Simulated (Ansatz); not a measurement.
**C₂H₇NSe: geometry optimisation**

The runs use Ansatz 0.2.0; RKS B3LYP-D4/def2-SVP.

### 1 Where the work starts

SMILES `CNC[SeH]`, 11 atoms, charge 0, spin multiplicity 1.

Atoms are counted from 1 here; the program's logs count them from 0.

Bond lengths: C1–N2 1.453 Å, C1–H5 1.109 Å, C1–H6 1.122 Å, C1–H7 1.111 Å, N2–C3 1.437 Å, N2–H8 1.026 Å, C3–Se4 1.991 Å, C3–H9 1.110 Å, C3–H10 1.120 Å, Se4–H11 1.487 Å. Angles: N2–C1–H5 109.6°, N2–C1–H6 115.1°, N2–C1–H7 109.8°, H5–C1–H6 107.7°, H5–C1–H7 107.3°, H6–C1–H7 107.0°, C1–N2–C3 114.7°, C1–N2–H8 111.7°, C3–N2–H8 110.3°, N2–C3–Se4 107.8°, N2–C3–H9 108.9°, N2–C3–H10 116.6°, Se4–C3–H9 108.6°, Se4–C3–H10 107.2°, H9–C3–H10 107.6°, C3–Se4–H11 94.9°.

Geometry (Å):

```tsv
atom	x (Å)	y (Å)	z (Å)
C1	-0.5538	1.5054	0.2445
N2	-0.3185	0.1236	0.6255
C3	0.5051	-0.6200	-0.2879
Se4	0.9977	-2.3355	0.5946
H5	-1.2042	1.9938	0.9976
H6	-1.0304	1.6464	-0.7612
H7	0.4081	2.0613	0.2297
H8	-1.1971	-0.3768	0.8016
H9	1.4331	-0.0449	-0.4862
H10	0.0490	-0.8768	-1.2777
H11	0.9766	-3.1337	-0.6599
```

### 2 Relaxation

Contents of input.yaml:

```yaml
crystal:
  periodic: [false, false, false]
  atoms:
    - { symbol: C, position_ang: [-0.553799, 1.505387, 0.244528] }
    - { symbol: "N", position_ang: [-0.318532, 0.123576, 0.625482] }
    - { symbol: C, position_ang: [0.505055, -0.620012, -0.287894] }
    - { symbol: Se, position_ang: [0.997733, -2.335471, 0.594577] }
    - { symbol: H, position_ang: [-1.20424, 1.993842, 0.997626] }
    - { symbol: H, position_ang: [-1.030423, 1.646408, -0.761234] }
    - { symbol: H, position_ang: [0.408095, 2.061289, 0.229727] }
    - { symbol: H, position_ang: [-1.197144, -0.376846, 0.801601] }
    - { symbol: H, position_ang: [1.433141, -0.044918, -0.486208] }
    - { symbol: H, position_ang: [0.04895, -0.87679, -1.277679] }
    - { symbol: H, position_ang: [0.976563, -3.133665, -0.659926] }
basis:
  gaussian: { orbitals: def2-SVP }
hamiltonian:
  xc: { name: B3LYP }
  dispersion: d4
output:
  forces: true
relax:
  f_tol: 0.003
  max_steps: 120
```

The run is started by

```
$ ansatz run input.yaml --threads 1 --pin off --max-ram 2560MiB --backend cpu --events-out ev --progress --plain --runs-dir out
```

Q: Estimate wall time and peak memory on 1 thread of Intel Xeon Platinum 8375C at 2.90GHz (Ice Lake), shared host.

About 62 s, with a peak of 0.27 GiB.
